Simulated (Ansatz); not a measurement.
# SrIn2O4: the cost of one run

Computed with Ansatz 0.2.0 (DFT PBEsol, scalar-relativistic, plane waves, PAW, unless a step's input says otherwise).

**1. Starting point**

Symmetry: Pnma, No. 62, orthorhombic system. Conventional cell: a = 9.808 Å, b = 3.275 Å, c = 11.502 Å, α = 90.00°, β = 90.00°, γ = 90.00°. Sr (site symmetry m) is surrounded by 8 O at 2.53 to 2.73 Å. In (site symmetry m) has 6 O at 2.16 to 2.24 Å in its first shell of neighbours. In (site symmetry m) has 6 O at 2.14 to 2.25 Å in its first shell of neighbours. O (site symmetry m) is surrounded by 3 In at 2.20 to 2.22 Å and 2 Sr at 2.65 Å. O (site symmetry m) has 3 In at 2.22 to 2.24 Å and 2 Sr at 2.53 Å in its first shell of neighbours. Around O (site symmetry m) lie 3 In at 2.16 to 2.17 Å and 2 Sr at 2.72 to 2.73 Å. Around O (site symmetry m) lie 3 In at 2.14 to 2.25 Å and 2 Sr at 2.53 Å.

Coordinates:

```
Sr In O
1.0
     9.80818    0.00000    0.00000
     0.00000    3.27541    0.00000
     0.00000    0.00000   11.50160
Sr In O
4 8 16
Direct
  0.75586 0.25000 0.34733
  0.24414 0.75000 0.65267
  0.25586 0.25000 0.15267
  0.74414 0.75000 0.84733
  0.41880 0.25000 0.89379
  0.58120 0.75000 0.10621
  0.91880 0.25000 0.60621
  0.08120 0.75000 0.39379
  0.42994 0.25000 0.38888
  0.57006 0.75000 0.61112
  0.92994 0.25000 0.11112
  0.07006 0.75000 0.88888
  0.20673 0.25000 0.83153
  0.79327 0.75000 0.16847
  0.70673 0.25000 0.66847
  0.29327 0.75000 0.33153
  0.12199 0.25000 0.52160
  0.87801 0.75000 0.47840
  0.62199 0.25000 0.97840
  0.37801 0.75000 0.02160
  0.52289 0.25000 0.21741
  0.47711 0.75000 0.78259
  0.02289 0.25000 0.28259
  0.97711 0.75000 0.71741
  0.41856 0.25000 0.57494
  0.58144 0.75000 0.42506
  0.91856 0.25000 0.92506
  0.08144 0.75000 0.07494
```

This cell was relaxed beforehand with the same method: volume 13.20 Å³/atom, gap on the mesh 1.96 eV.

**2. Static run: bands, density of states and charges**

Contents of input.yaml:

```yaml
crystal:
  lattice:
    - [9.8081781853, 0.0, 0.0]
    - [0.0, 3.2754061964, 0.0]
    - [0.0, 0.0, 11.5015978655]
  atoms:
    - { symbol: Sr, position: [0.7558639726, 0.25, 0.3473319413] }
    - { symbol: Sr, position: [0.2441360274, 0.75, 0.6526680587] }
    - { symbol: Sr, position: [0.2558639726, 0.25, 0.1526680587] }
    - { symbol: Sr, position: [0.7441360274, 0.75, 0.8473319413] }
    - { symbol: In, position: [0.4188033483, 0.25, 0.8937949867] }
    - { symbol: In, position: [0.5811966517, 0.75, 0.1062050133] }
    - { symbol: In, position: [0.9188033483, 0.25, 0.6062050133] }
    - { symbol: In, position: [0.0811966517, 0.75, 0.3937949867] }
    - { symbol: In, position: [0.42993649, 0.25, 0.3888751065] }
    - { symbol: In, position: [0.57006351, 0.75, 0.6111248935] }
    - { symbol: In, position: [0.92993649, 0.25, 0.1111248935] }
    - { symbol: In, position: [0.07006351, 0.75, 0.8888751065] }
    - { symbol: O, position: [0.2067318356, 0.25, 0.831525502] }
    - { symbol: O, position: [0.7932681644, 0.75, 0.168474498] }
    - { symbol: O, position: [0.7067318356, 0.25, 0.668474498] }
    - { symbol: O, position: [0.2932681644, 0.75, 0.331525502] }
    - { symbol: O, position: [0.1219928436, 0.25, 0.5215958673] }
    - { symbol: O, position: [0.8780071564, 0.75, 0.4784041327] }
    - { symbol: O, position: [0.6219928436, 0.25, 0.9784041327] }
    - { symbol: O, position: [0.3780071564, 0.75, 0.0215958673] }
    - { symbol: O, position: [0.5228896404, 0.25, 0.2174118315] }
    - { symbol: O, position: [0.4771103596, 0.75, 0.7825881685] }
    - { symbol: O, position: [0.0228896404, 0.25, 0.2825881685] }
    - { symbol: O, position: [0.9771103596, 0.75, 0.7174118315] }
    - { symbol: O, position: [0.4185630272, 0.25, 0.5749409054] }
    - { symbol: O, position: [0.5814369728, 0.75, 0.4250590946] }
    - { symbol: O, position: [0.9185630272, 0.25, 0.9250590946] }
    - { symbol: O, position: [0.0814369728, 0.75, 0.0749409054] }
basis:
  ecutwfc: 420
kpoints:
  mp_grid: { grid: [4, 8, 4] }
  band_path:
    path:
      - [[0.0, 0.0, 0.0], [0.5, 0.0, 0.0], [0.5, 0.5, 0.0], [0.0, 0.5, 0.0], [0.0, 0.0, 0.0], [0.0, 0.0, 0.5], [0.5, 0.0, 0.5], [0.5, 0.5, 0.5], [0.0, 0.5, 0.5], [0.0, 0.0, 0.5]]
      - [[0.5, 0.0, 0.0], [0.5, 0.0, 0.5]]
      - [[0.0, 0.5, 0.0], [0.0, 0.5, 0.5]]
      - [[0.5, 0.5, 0.0], [0.5, 0.5, 0.5]]
    npoints: 10
hamiltonian:
  xc: pbesol
scf:
  occupations: { method: gaussian, width: 0.02 }
  n_extra_bands: 70
output:
  forces: true
  stress: true
  eigenvalues: true
  populations: true
  dos: { projected: true, de: 0.02, nscf_kmesh: { grid: [6, 12, 6] } }
  bader: false
  write_density: true
  write_potential: true
  elf: true
  volumetric_format: npy
```

Command:

```console
> ansatz run input.yaml --threads 8 --pin off --max-ram 22528MiB --backend cpu --events-out ev --progress --plain --runs-dir out
```

What time and memory should one allow on 8 threads of Oxide Virtual Turin-like (Zen 5), shared host?

About 1.7 min, with a peak of 6.3 GiB.
